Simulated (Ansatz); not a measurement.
## C2H4OSe, SMILES CC(O)=[Se]: a rigid scan of one bond angle

Computed with Ansatz 0.2.0, Python API.

`c2h4ose_bend.py`:
```python
import ansatz as az
from ase import Atoms

atoms = Atoms(['C', 'C', 'O', 'Se', 'H', 'H', 'H', 'H'], positions=[
    [0.0865, 0.7967, 0.0842],
    [-0.0724, -0.5771, -0.3787],
    [-0.0631, -1.6196, 0.5234],
    [-0.1905, -0.8284, -2.3403],
    [1.0074, 0.9885, 0.5764],
    [-0.7978, 1.0936, 0.762],
    [0.0126, 1.5149, -0.8054],
    [0.1095, -1.4256, 1.5226],
])

first = (
    az.Crystal.molecule_from_ase(atoms).calculation()
    .basis(gaussian='def2-SVP')
    .functional('PBE0')
    .accuracy('medium')
    .scf(lower_state_search='light')
    .relax(force_tolerance=0.02, max_steps=80)
)
atoms.positions = first.run(threads=1).report['positions_ang']

rows = []
for angle in [85, 95, 105, 115, 125, 140, 160]:
    bent = atoms.copy()
    bent.set_angle(1, 2, 7, angle, indices=[7])
    base = (
        az.Crystal.molecule_from_ase(bent).calculation()
        .basis(gaussian='def2-SVP')
        .functional('PBE0')
        .accuracy('medium')
        .scf(lower_state_search='light')
    )
    rows.append((angle, base.run(threads=1).report['free_energy_ev']))
floor = min(e for _, e in rows)
for angle, e in rows:
    print(f'angle C1-O2-H7 = {angle:3d} deg   {1000 * (e - floor):9.1f} meV')
```

```console
$ python c2h4ose_bend.py
angle C1-O2-H7 =  85 deg       559.7 meV
angle C1-O2-H7 =  95 deg       180.8 meV
angle C1-O2-H7 = 105 deg         6.2 meV
angle C1-O2-H7 = 115 deg         0.0 meV
angle C1-O2-H7 = 125 deg       124.2 meV
angle C1-O2-H7 = 140 deg       462.7 meV
angle C1-O2-H7 = 160 deg       946.5 meV
```

The settings weren't tested for convergence. The scan is rigid, and the energies are electronic, in a modest basis. The zero is the lowest point of the grid, which needn't be the minimum. The whole script took 51 s on 1 thread of Arm Neoverse V1, on a shared host, peak memory 0.27 GiB.
